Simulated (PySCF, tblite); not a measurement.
**C4H6F2SSi: geometry, infrared bands and NMR shifts**

Wanted: the infrared bands and NMR shifts of C4H6F2SSi (`F[C@@H]1C[Si@@H](F)CC1=S`), by calculation.

The runs use tblite 0.8.0 and PySCF 2.14.0, with density-fitted response routines of our own; the level of theory stands in each step. All values are computed, except where a source is named. Atoms are numbered from 0 throughout.

### 1 The starting structure

14 atoms, charge 0, multiplicity 1; geometry from: force field or distance geometry start.

Bonds of the start (Å): F0–C1 1.39, C1–C2 1.48, C2–Si3 1.88, Si3–F4 1.67, Si3–C5 1.90, C5–C6 1.47, C6–S7 1.45, C6–C1 1.45, C1–H8 1.12, C2–H9 1.10, C2–H10 1.11, Si3–H11 1.44, C5–H12 1.12, C5–H13 1.10.

### 2 Optimising the geometry with GFN2-xTB

Job settings and geometry (Å):

```
{"job": {"kind": "relax", "xc": "GFN2-xTB", "basis": "xTB"}, "charge": 0, "multiplicity": 1}
F     -1.328600     0.705800    -1.691800
C     -1.012100     0.707000    -0.335900
C      0.348700     1.282900    -0.234800
Si     1.393000    -0.274000    -0.193400
F      2.824800    -0.077600     0.644500
C      0.067500    -1.180800     0.821300
C     -1.102300    -0.682200     0.086800
S     -2.250400    -1.525300    -0.180900
H     -1.786700     1.312100     0.202600
H      0.636900     1.963400    -1.047700
H      0.473100     1.783400     0.753600
H      1.484800    -0.918800    -1.477900
H      0.058500    -0.825000     1.885600
H      0.192000    -2.271400     0.746000
```

Command:

```bash
$ OMP_NUM_THREADS=1 python probes_run.py task.json out
```

The driver reads the jobs from task.json and runs them one after another.

**Question.** This job is followed by: GFN2-xTB harmonic vibrations, gas phase; GIAO PBE0/pcSseg-1 NMR shielding, non-relativistic, gas phase. Predict these results of the whole session: strongest single infrared mode (GFN2-xTB); zero-point energy (GFN2-xTB); ¹³C shifts against TMS (PBE0/pcSseg-1); ¹H shifts against TMS (PBE0/pcSseg-1); ¹⁹F shifts against CFCl3 (PBE0/pcSseg-1); ²⁹Si shifts against TMS (PBE0/pcSseg-1); ³³S shifts against CS2 (PBE0/pcSseg-1).

**Answer**, as computed:

| quantity | value |
| --- | --- |
| strongest single infrared mode (GFN2-xTB) | 2407 cm⁻¹, 271 km/mol |
| zero-point energy (GFN2-xTB) | 57.6 kcal/mol |
| ¹³C shifts against TMS (PBE0/pcSseg-1) | 275.8, 104.4, 43.6, 28.7 ppm |
| ¹H shifts against TMS (PBE0/pcSseg-1) | 5.75, 5.32, 3.28, 3.16, 1.93, 1.46 ppm |
| ¹⁹F shifts against CFCl3 (PBE0/pcSseg-1) | -170.5, -200.3 ppm |
| ²⁹Si shifts against TMS (PBE0/pcSseg-1) | 27.7 ppm |
| ³³S shifts against CS2 (PBE0/pcSseg-1) | 1066 ppm |

**Reading.** The optimisation took 121 steps and gained 1.469 eV; among the close pairs (by a distance rule), C6–S7 changed most, from 1.449 to 1.617 Å. No mode is imaginary among the 36: a minimum at this level. The strongest single mode, at 2407 cm⁻¹, moves mainly H11. Unscaled tight-binding wavenumbers are off by several per cent, some by more. Its intensities can rank the bands wrongly. The most deshielded carbon is C6 (thiocarbonyl carbon), at 275.8 ppm: the small n→π* gap of C=S deshields it strongly. At PBE0/pcSseg-1: The largest span, 2558 ppm, is at S7, where the paramagnetic term is -1619 ppm.
